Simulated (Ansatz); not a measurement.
**AlRu: further runs on the relaxed cell**

The task here is to estimate one member of a computed series from the others.

Computed with Ansatz 0.2.0 (DFT PBE, scalar-relativistic, plane waves, PAW, unless a step's input says otherwise).

1 further run of the same task is left out (set aside as unsound or not needed).

## The structure to begin with

Symmetry: Pm-3m, No. 221, cubic system. The conventional cell has a = 3.004 Å, b = 3.004 Å, c = 3.004 Å, α = 90.00°, β = 90.00°, γ = 90.00°. Al (site symmetry m-3m) has 8 Ru at 2.60 Å as nearest neighbours. Ru (site symmetry m-3m) has 8 Al at 2.60 Å as nearest neighbours.

Coordinates:

```cif
data_structure
_symmetry_space_group_name_H-M 'Pm-3m'
_symmetry_Int_Tables_number 221
_cell_length_a 3.0041
_cell_length_b 3.0041
_cell_length_c 3.0041
_cell_angle_alpha 90.000
_cell_angle_beta 90.000
_cell_angle_gamma 90.000
_cell_volume 27.11
loop_
_atom_site_label
_atom_site_type_symbol
_atom_site_symmetry_multiplicity
_atom_site_Wyckoff_symbol
_atom_site_fract_x
_atom_site_fract_y
_atom_site_fract_z
_atom_site_occupancy
Al1 Al 1 a 0.00000 0.00000 0.00000 1
Ru1 Ru 1 b 0.50000 0.50000 0.50000 1
```

It is the result of an earlier relaxation at this level (volume 13.56 Å³/atom; gap on the mesh: none (metal)).

Set-up of the first run:

Contents of input.yaml:

```yaml
crystal:
  lattice:
    - [3.0040846979, 0.0, 0.0]
    - [0.0, 3.0040846979, 0.0]
    - [0.0, 0.0, 3.0040846979]
  atoms:
    - { symbol: Al, position: [0.0, 0.0, 0.0] }
    - { symbol: Ru, position: [0.5, 0.5, 0.5] }
basis:
  ecutwfc: 420
kpoints:
  mp_grid: { grid: [14, 14, 14] }
  band_path:
    path:
      - [[0.0, 0.0, 0.0], [0.0, 0.5, 0.0], [0.5, 0.5, 0.0], [0.0, 0.0, 0.0], [0.5, 0.5, 0.5], [0.0, 0.5, 0.0]]
      - [[0.5, 0.5, 0.5], [0.5, 0.5, 0.0]]
    npoints: 14
hamiltonian:
  xc: pbe
scf:
  occupations: { method: gaussian, width: 0.1 }
  n_extra_bands: 6
output:
  forces: true
  stress: true
  eigenvalues: true
  populations: true
  dos: { projected: true, de: 0.02, nscf_kmesh: { grid: [21, 21, 21] } }
  bader: true
  write_density: true
  write_potential: true
  elf: true
  volumetric_format: npy
```

Launch:

```console
ansatz run input.yaml --threads 1 --pin off --max-ram 2560MiB --backend cpu --events-out ev --progress --plain --runs-dir out
```

Steps of the session up to this table: Static run: bands, density of states and charges; The cell as listed, for comparison; Volume × 0.97; Volume × 1.03; Point at V/V0 = 0.94; Volume × 1.06; Point at V/V0 = 0.91; Volume × 1.10; Point at V/V0 = 0.88.

One table of the session follows, with a row left open; its other results are not shown here.

It belongs to the step «Fit of the equation of state». 

| volume (Å³/atom) | energy above the lowest point (meV/atom) | pressure (GPa) |
| --- | --- | --- |
| 11.929 | 155.2 | 34.38 |
| 12.335 | ? | ? |
| 12.742 | 34.3 | 14.40 |
| 13.149 | 8.0 | 6.61 |
| 13.555 | 0.0 | -0.01 |
| 13.962 | 7.5 | -5.64 |
| 14.369 | 28.1 | -10.42 |
| 14.911 | 72.8 | -15.69 |

Q: Estimate the row for volume (Å³/atom) = 12.335 from the others.

Worked estimate for «energy above the lowest point (meV/atom)». A straight line through the neighbours (11.929, 155.2) and (12.742, 34.3) gives 155.2 + (34.3 − 155.2) × (12.335 − 11.929) / (12.742 − 11.929) = 94.8; a parabola fitted to 3 rows on both sides gives 83.4.

**Answer.** energy above the lowest point (meV/atom): 82.1; pressure (GPa): 23.57. In «energy above the lowest point (meV/atom)» the line misses by +12.7 and the parabola by +1.3.
